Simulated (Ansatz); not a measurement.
A nudged elastic band was laid between two geometries of a periodic cell of 23 atoms, Si$_{7}$O$_{16}$ (host SiO2, host structure P4_2/mnm, one Si atom removed).

Level of theory: DFT PBE-D3(BJ), scalar-relativistic, plane waves, PAW in Ansatz. Settings: PAW set soft_1, cutoff 420 eV, k mesh 2x2x3, fermi-dirac smearing 0.05 eV, no spin polarisation.

| Property | Result |
| --- | --- |
| movable images | 5 |
| climbing image | yes |
| spring | 5.0 eV/Å² |
| optimiser | fire |
| start path | straight line |
| force threshold | 0.05 eV/Å |
| iteration limit | 80 |
| end points | relaxed |

Image 0:

```xyz
23
Lattice="-4.1560 -4.1560 0.0000 4.1560 -4.1560 0.0000 0.0000 0.0000 5.3202" Properties=species:S:1:pos:R:3
Si 0.001 -4.162 -0.011
Si 2.078 -2.084 1.320
O 1.272 -2.890 -0.011
O 0.807 -0.813 1.312
O -1.271 -5.434 -0.011
O 3.350 -3.355 1.312
Si 2.078 -2.084 3.977
O 1.302 -2.861 2.649
O 0.807 -0.813 3.986
O -1.301 -5.464 2.649
O 3.350 -3.355 3.986
Si 0.000 -0.006 -0.011
Si -2.078 -2.084 1.330
O -2.905 -2.912 -0.011
O 0.856 -5.018 1.235
O -1.250 -1.257 -0.011
O -0.855 -3.307 1.235
Si 0.000 -0.006 2.649
Si -2.078 -2.084 3.967
O -2.894 -2.901 2.649
O 0.856 -5.018 4.063
O -1.261 -1.268 2.649
O -0.855 -3.307 4.063
```

Image 6:

Only the atoms that move by more than 0.05 Å are listed.
```
Si1 0.000 -4.156 2.660
O15 0.856 -5.012 1.414
O17 -0.856 -3.300 1.414
O21 0.856 -5.012 3.906
O23 -0.856 -3.300 3.906
```

Task: Which bonds break or form, and what moves?

Result: Contacts lost: Si1–O3, Si1–O5. Contacts made: Si1–O8, Si1–O10. The atom that moves furthest is Si1, by 2.67 Å; four of its nearest neighbours are O15 1.74, O17 1.74, O21 1.74, O23 1.74 Å at the first end and O17 1.74, O23 1.74, O15 1.74, O21 1.74 Å at the last.

Task: What energy profile does the band end with?

Result: The run converged. The highest image is number 2 of 0 to 6, 3.84 eV above the ends, which have the same energy within 2 meV. The profile has 2 maxima (images 2, 4) with wells between them (image 3): this band takes more than one step, which may be the mechanism or a detour left from its start path. Neighbouring images differ by up to 2.4 eV, so the band resolves the path poorly. By the program's own check the climbing image is a first-order saddle point (lowest curvatures found: -12.78 and 2.03 eV/Å²). Limits of this set-up: coarse k mesh, no spin, though dangling bonds at a vacancy may carry it, a small cell, in which the defect meets its images.

| image | path coordinate (Å) | energy (eV) | Si1–O3 (Å) | Si1–O5 (Å) | Si1–O8 (Å) |
| --- | --- | --- | --- | --- | --- |
| 0 | 0.00 | 0.00 | 1.80 | 1.80 | 3.23 |
| 1 | 0.59 | 1.62 | 1.67 | 2.05 | 2.69 |
| 2 | 1.17 | 3.84 | 1.60 | 2.50 | 2.03 |
| 3 | 1.73 | 3.31 | 1.66 | 2.87 | 1.65 |
| 4 | 2.28 | 3.80 | 2.17 | 2.93 | 1.60 |
| 5 | 2.83 | 1.43 | 2.76 | 3.05 | 1.68 |
| 6 | 3.38 | 0.00 | 3.24 | 3.24 | 1.80 |

Task: What is the geometry of the highest image?

Result: 
```xyz
23
Lattice="-4.1560 -4.1560 0.0000 4.1560 -4.1560 0.0000 0.0000 0.0000 5.3202" Properties=species:S:1:pos:R:3:forces:R:3
Si 0.367 -3.795 0.880 -0.03 -0.02 -0.05
Si 2.226 -1.935 1.325 0.00 0.00 0.00
O 1.305 -2.856 -0.015 0.01 0.01 0.02
O 0.809 -0.805 1.301 0.00 0.00 0.00
O -1.264 -5.424 -0.074 0.00 0.00 -0.01
O 3.356 -3.351 1.302 0.00 0.00 0.00
Si 2.089 -2.072 3.924 0.00 0.00 -0.01
O 1.268 -2.892 2.461 0.01 0.01 0.04
O 0.762 -0.871 3.966 0.00 0.00 0.00
O -1.258 -5.418 2.703 0.01 0.01 0.00
O 3.290 -3.398 3.966 0.00 0.00 0.00
Si -0.022 -0.026 -0.028 0.00 0.00 0.00
Si -2.126 -2.131 1.344 0.00 0.00 0.00
O -2.936 -2.941 -0.035 0.00 0.00 0.00
O 0.808 -5.192 1.377 0.01 0.00 0.01
O -1.277 -1.281 0.015 0.00 0.00 0.00
O -1.030 -3.352 1.374 0.01 0.00 0.01
Si -0.024 -0.028 2.644 0.00 0.00 0.00
Si -2.108 -2.112 3.977 0.00 0.00 0.00
O -2.939 -2.944 2.692 0.00 0.00 0.00
O 0.870 -5.035 4.098 0.00 0.00 0.00
O -1.283 -1.287 2.648 0.00 0.00 0.00
O -0.874 -3.290 4.094 0.00 0.00 0.00
```

Time of the run: 18 min on 2 threads of INTEL(R) XEON(R) PLATINUM 8581C CPU @ 2.30GHz (Emerald Rapids), on a shared host, peak memory 0.97 GiB.
